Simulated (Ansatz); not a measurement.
# ScTi11O24: the cost of one run

Computed with Ansatz 0.2.0 (DFT, PBE, plane-wave PAW, default files, scalar-relativistic, as far as a step names no other, unless a step's input says otherwise).

## 1. The starting structure

The structure is orthorhombic, space group Pmmm (No. 47). Conventional cell: a = 6.494 Å, b = 6.494 Å, c = 8.872 Å, α = 90.00°, β = 90.00°, γ = 90.00°. Around Sc (site symmetry mmm) lie 6 O at 1.95 to 1.98 Å. Ti (site symmetry mm2) is surrounded by 6 O at 1.95 to 1.98 Å. Ti (site symmetry mmm) has 6 O at 1.95 to 1.98 Å as nearest neighbours. Only part of the 16 independent sites is listed.

Structure file:

```
CELL_PARAMETERS angstrom
4.59220 4.59220 0.00000
-4.59220 4.59220 0.00000
0.00000 0.00000 8.87220
ATOMIC_POSITIONS crystal
Sc 0.00000 0.00000 0.00000
Ti 0.00000 0.00000 0.33333
Ti 0.00000 0.00000 0.66667
Ti 0.50000 0.50000 0.00000
Ti 0.50000 0.50000 0.33333
Ti 0.50000 0.50000 0.66667
Ti 0.50000 0.00000 0.16667
Ti 0.50000 0.00000 0.50000
Ti 0.50000 0.00000 0.83333
Ti 0.00000 0.50000 0.16667
Ti 0.00000 0.50000 0.50000
Ti 0.00000 0.50000 0.83333
O 0.30496 0.00000 0.00000
O 0.30496 0.00000 0.33333
O 0.30496 0.00000 0.66667
O 0.80496 0.50000 0.00000
O 0.80496 0.50000 0.33333
O 0.80496 0.50000 0.66667
O 0.50000 0.30496 0.16667
O 0.50000 0.30496 0.50000
O 0.50000 0.30496 0.83333
O 0.00000 0.80496 0.16667
O 0.00000 0.80496 0.50000
O 0.00000 0.80496 0.83333
O 0.69504 0.00000 0.00000
O 0.69504 0.00000 0.33333
O 0.69504 0.00000 0.66667
O 0.19504 0.50000 0.00000
O 0.19504 0.50000 0.33333
O 0.19504 0.50000 0.66667
O 0.50000 0.69504 0.16667
O 0.50000 0.69504 0.50000
O 0.50000 0.69504 0.83333
O 0.00000 0.19504 0.16667
O 0.00000 0.19504 0.50000
O 0.00000 0.19504 0.83333
```

Atom 1 of the input is the impurity.

## 2. Gradients at the starting positions

The input, input.yaml:

```yaml
crystal:
  lattice:
    - [4.5922, 4.5922, 0.0]
    - [-4.5922, 4.5922, 0.0]
    - [0.0, 0.0, 8.8722]
  atoms:
    - { symbol: Sc, position: [0.0, 0.0, 0.0] }
    - { symbol: Ti, position: [0.0, 0.0, 0.3333333333] }
    - { symbol: Ti, position: [0.0, 0.0, 0.6666666667] }
    - { symbol: Ti, position: [0.5, 0.5, 0.0] }
    - { symbol: Ti, position: [0.5, 0.5, 0.3333333333] }
    - { symbol: Ti, position: [0.5, 0.5, 0.6666666667] }
    - { symbol: Ti, position: [0.5, 0.0, 0.1666666667] }
    - { symbol: Ti, position: [0.5, 0.0, 0.5] }
    - { symbol: Ti, position: [0.5, 0.0, 0.8333333333] }
    - { symbol: Ti, position: [0.0, 0.5, 0.1666666667] }
    - { symbol: Ti, position: [0.0, 0.5, 0.5] }
    - { symbol: Ti, position: [0.0, 0.5, 0.8333333333] }
    - { symbol: O, position: [0.30496, 0.0, 0.0] }
    - { symbol: O, position: [0.30496, 0.0, 0.3333333333] }
    - { symbol: O, position: [0.30496, 0.0, 0.6666666667] }
    - { symbol: O, position: [0.80496, 0.5, 0.0] }
    - { symbol: O, position: [0.80496, 0.5, 0.3333333333] }
    - { symbol: O, position: [0.80496, 0.5, 0.6666666667] }
    - { symbol: O, position: [0.5, 0.30496, 0.1666666667] }
    - { symbol: O, position: [0.5, 0.30496, 0.5] }
    - { symbol: O, position: [0.5, 0.30496, 0.8333333333] }
    - { symbol: O, position: [0.0, 0.80496, 0.1666666667] }
    - { symbol: O, position: [0.0, 0.80496, 0.5] }
    - { symbol: O, position: [0.0, 0.80496, 0.8333333333] }
    - { symbol: O, position: [0.69504, 0.0, 0.0] }
    - { symbol: O, position: [0.69504, 0.0, 0.3333333333] }
    - { symbol: O, position: [0.69504, 0.0, 0.6666666667] }
    - { symbol: O, position: [0.19504, 0.5, 0.0] }
    - { symbol: O, position: [0.19504, 0.5, 0.3333333333] }
    - { symbol: O, position: [0.19504, 0.5, 0.6666666667] }
    - { symbol: O, position: [0.5, 0.69504, 0.1666666667] }
    - { symbol: O, position: [0.5, 0.69504, 0.5] }
    - { symbol: O, position: [0.5, 0.69504, 0.8333333333] }
    - { symbol: O, position: [0.0, 0.19504, 0.1666666667] }
    - { symbol: O, position: [0.0, 0.19504, 0.5] }
    - { symbol: O, position: [0.0, 0.19504, 0.8333333333] }
total_charge: -1
kpoints:
  mp_grid: { grid: [3, 3, 2] }
scf:
  occupations: { method: fermi_dirac, width: 0.01 }
hamiltonian:
  xc: pbe
  pseudopotentials: { kind: paw }
output:
  forces: true
  stress: true
  populations: true
  efg:
    quadrupole_moments_barn: { Sc: -0.22, Ti: 0.247, O: -0.02558 }
    contact_densities: true
```

On the command line:

```bash
$ ansatz run input.yaml --threads 1 --pin off --max-ram 3072MiB --backend cpu --events-out ev --progress --plain --runs-dir out
```

What time and memory should one allow on 1 thread of Arm Neoverse V1, shared host?

About 71 s, with a peak of 1 GiB.
